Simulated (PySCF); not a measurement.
OZnH2, in a box:

```
O Zn H
1.0
    10.00000    0.00000    0.00000
     0.00000   13.00000    0.00000
     0.00000    0.00000   11.00000
O Zn H
1 1 2
Cartesian
  5.3572 5.3833 6.2289
  5.0468 6.9529 5.4619
  4.6688 4.7192 6.1815
  4.8787 8.3228 4.8391
```

Program: PySCF 2.14.0. Alike in all runs: task atomic charges; potentials or basis pob-tzvp-rev2 (all-electron); no spin polarisation; cell as given; k mesh 1 × 1 × 1; smearing fixed.

**Question.** Order these runs on this cell by their band gap on the k mesh, lowest first.
A. level WC
B. level TPSSh; exxdiv ewald
C. level wB97X; exxdiv ewald

**Answer.** A (6.28 eV), B (7.66 eV), C (13.89 eV).

Caveats: this is a molecule in a periodic box at the Γ point, so its band gap is the HOMO-LUMO gap; the basis of atomic orbitals isn't converged, which shifts pressures, moduli and gaps; this basis is made for solids and lacks diffuse functions, so gaps of a molecule come out too wide by an eV or more.

A k mesh can miss the band edges.

Not every run made on this cell is shown here.
